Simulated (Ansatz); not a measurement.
# CH₄ClNOSSi: a ladder of functionals and wavefunction methods

One table from this session's results is given with a row withheld; the runs are named, their logs left out.

Program: Ansatz 0.2.0, Gaussian basis. Level of theory: functionals in def2-TZVPP, the program's frozen cores in correlated methods. These are calculated values, not measurements.

Plan: PBE-D4, r2SCAN-D4, PBE0-D4, B3LYP-D4, ωB97X-V, ωB97M-V, B2PLYP; CCSD(T)/def2-TZVPP; MP2/def2-QZVPP; extrapolation to the limit.

## The geometry

An earlier PBE0-D4 in a triple-zeta def2 set relaxation fixed the geometry.

10 atoms, charge 0, spin multiplicity 1.

Atoms are counted from 1 here; the program's logs count them from 0.

Bond lengths: N1–Si2 1.692 Å, N1–H7 1.008 Å, N1–H8 1.008 Å, Si2–S3 2.121 Å, Si2–Cl4 2.056 Å, Si2–C5 1.923 Å, S3–H9 1.345 Å, C5–O6 1.205 Å, C5–H10 1.116 Å. Angles: Si2–N1–H7 119.7°, Si2–N1–H8 120.1°, H7–N1–H8 112.2°, N1–Si2–S3 110.6°, N1–Si2–Cl4 106.6°, N1–Si2–C5 117.0°, S3–Si2–Cl4 114.1°, S3–Si2–C5 104.2°, Cl4–Si2–C5 104.4°, Si2–S3–H9 93.2°, Si2–C5–O6 121.1°, Si2–C5–H10 119.0°, O6–C5–H10 119.9°.

The first run:

in.yaml

```yaml
crystal:
  periodic: [false, false, false]
  atoms:
    - {symbol: N, position_ang: [1.495223, 0.049313, 0.454902]}
    - {symbol: Si, position_ang: [-0.084759, -0.354960, 0.003026]}
    - {symbol: S, position_ang: [-1.357665, -0.406294, 1.698884]}
    - {symbol: Cl, position_ang: [0.032183, -2.138490, -1.012379]}
    - {symbol: C, position_ang: [-0.973140, 0.834536, -1.218864]}
    - {symbol: O, position_ang: [-0.430983, 1.832444, -1.620375]}
    - {symbol: H, position_ang: [1.657535, 0.855997, 1.036322]}
    - {symbol: H, position_ang: [2.261853, -0.126512, -0.174863]}
    - {symbol: H, position_ang: [-0.513069, -1.180905, 2.402549]}
    - {symbol: H, position_ang: [-2.003978, 0.583670, -1.566302]}
basis:
  gaussian: {orbitals: def2-TZVPP}
hamiltonian: {xc: pbe, dispersion: d4}
output: {forces: true, orbitals: {seedname: orbitals}}
```

Started as:

```bash
$ ansatz run in.yaml --threads 4 --pin off --events-out ev --progress --plain --max-ram 10444MiB
```

Among the steps run: PBE-D4 (GGA); r2SCAN-D4 (meta-GGA); PBE0-D4 (hybrid); B3LYP-D4 (hybrid); ωB97X-V (range-separated); ωB97M-V (range-separated); B2PLYP (double hybrid); CCSD(T) in def2-TZVPP; MP2 in def2-QZVPP.

One table of the session follows, with a row left open; its other results are not shown here.

It belongs to the step «Atomisation energies». 

```
            method  atomisation energy (kcal/mol)
            PBE-D4                          905.0
         r2SCAN-D4                          881.8
           PBE0-D4                              ?
          B3LYP-D4                          876.6
           ωB97X-V                          885.1
           ωB97M-V                          886.0
            B2PLYP                          865.7
     HF/def2-TZVPP                          596.0
    MP2/def2-TZVPP                          872.9
   CCSD/def2-TZVPP                          829.1
CCSD(T)/def2-TZVPP                          847.9
           MP2/CBS                          904.8
       CCSD(T)/CBS                          879.8
```

**Question.** Estimate the row for PBE0-D4.

As computed: atomisation energy (kcal/mol): 880.4. In the column «atomisation energy (kcal/mol)» it lies between CCSD(T)/CBS (879.8) and r2SCAN-D4 (881.8).

Caveats from the session: Free atoms (1 N, 1 Si, 1 S, 1 Cl, 1 C, 1 O, 4 H) were run apart at each level; the atomisation energy is their sum less the molecule, without zero-point or spin-orbit terms.
